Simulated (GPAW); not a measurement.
The system is TiAu.

```
Au Ti
1.0
     4.61507    0.00000    0.00000
     0.00000    2.95519    0.00000
     0.00000    0.00000    4.94751
Au Ti
2 2
Direct
  0.75000 0.50000 0.67589
  0.25000 0.50000 0.32411
  0.75000 0.00000 0.17981
  0.25000 0.00000 0.82019
```

The cell is a database's computed one.

| Property | Result |
| --- | --- |
| Program | GPAW 26.7.0 |
| Task | single point |
| Functional | PBEsol |
| Potentials or basis | PAW data sets generated in the run's folder for this functional |
| Cutoff | 600 eV |
| Basis | pw |
| k mesh | 6 × 9 × 6 |
| Occupations | fermi-dirac, width 0.05 eV |
| Spin | no spin polarisation |

On this cell: pressure -5.1 GPa; largest force 0.321 eV/Å; band gap on the k mesh none (metal or under the smearing width).

The same run follows on a disturbed copy (atoms moved at random, drawn with an rms of 0.05 Å):

```xyz
4
Lattice="4.6151 0.0000 0.0000 0.0000 2.9552 0.0000 0.0000 0.0000 4.9475" Properties=species:S:1:pos:R:3 pbc="T T T"
Au    3.5187    1.5001    3.3716
Au    1.1618    1.4843    1.6130
Ti    3.4319   -0.0471    0.9200
Ti    1.1728   -0.0377    4.0993
```

Problem. What does the disturbed cell give?

Solution. The energy (extrapolated to zero smearing) moves by +5.9 meV/atom; pressure -4.9 GPa; largest force 0.499 eV/Å; band gap on the k mesh none (metal or under the smearing width).

Forces on the atoms (eV/Å):
```
Au  -0.280 -0.200  0.159
Au  -0.034 -0.156 -0.006
Ti   0.206  0.187  0.304
Ti   0.109  0.169 -0.456
```

Stress tensor (GPa, compression positive):
```
-3.71  0.11 -0.26
 0.11 -6.97 -0.11
-0.26 -0.11 -4.14
```

Caveats: with this Au data set, volumes or pressures lay over 1.5 % or 2 GPa off other programs in two to four cells of ten.
